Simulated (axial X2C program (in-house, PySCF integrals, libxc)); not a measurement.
# Linear InCN at several levels

One table from this session's results is given with a row withheld; the runs are named, their logs left out.

Program: an in-house X2C program for linear molecules on PySCF integrals. Level of theory: all-electron X2C, two-component (2c) or spin-free, In dyall-v3z, C dyall-v3z, N dyall-av3z. These are calculated values, not measurements.

All values are calculated.

1 further run of the same task is left out (set aside as unsound or not needed).

The first run:

Input file task.json:

```json
{
 "zs": [
  49,
  6,
  7
 ],
 "q": 0,
 "bas": [
  "dyall-v3z",
  "dyall-v3z",
  "dyall-av3z"
 ],
 "r0": [
  2.12,
  1.16
 ],
 "symm": 0,
 "scan": [
  "PBE0",
  "HF",
  "B3LYP"
 ],
 "levels": [
  "PBE0",
  "HF",
  "LDA"
 ],
 "nst": 2
}
```

Keys: zs atomic numbers; q charge; bas basis sets; r0 starting distance in Å; symm equal bonds; scan levels of the two-bond scan (MP2 follows by itself at each HF point); levels methods; nst determinants followed.

Started as:

```
> python solin.py task.json out
```

Masses In 114.904, C 12.000, N 14.003 u.

Among the steps run: Scan at PBE0, 2c; Scan at HF, 2c; Scan at B3LYP, 2c.

One table of the session follows, with a row left open; its other results are not shown here.

```
           level  r(In–C) (Å)  r(C–N) (Å)  lower stretch (cm⁻¹)  upper stretch (cm⁻¹)
        PBE0, 2c        2.277       1.158                 315.8                2258.7
          HF, 2c        2.295       1.136                 316.8                2439.8
       B3LYP, 2c        2.300       1.159                 306.6                2233.0
         MP2, 2c            ?           ?                     ?                     ?
 PBE0, spin-free        2.277       1.158                 315.9                2258.6
   HF, spin-free        2.295       1.136                 316.8                2439.7
B3LYP, spin-free        2.300       1.159                 306.7                2233.0
  MP2, spin-free        2.262       1.180                 326.2                2052.0
```

**Question.** Estimate the row for MP2, 2c.

**Answer.** r(In–C) (Å): 2.262; r(C–N) (Å): 1.180; lower stretch (cm⁻¹): 325.9; upper stretch (cm⁻¹): 2052.0.

Scans not shown above were run alike.

MP2 freezes inner shells (threshold -2 hartree). The molecule was held linear; bending was not examined, so a bent shape may lie lower.
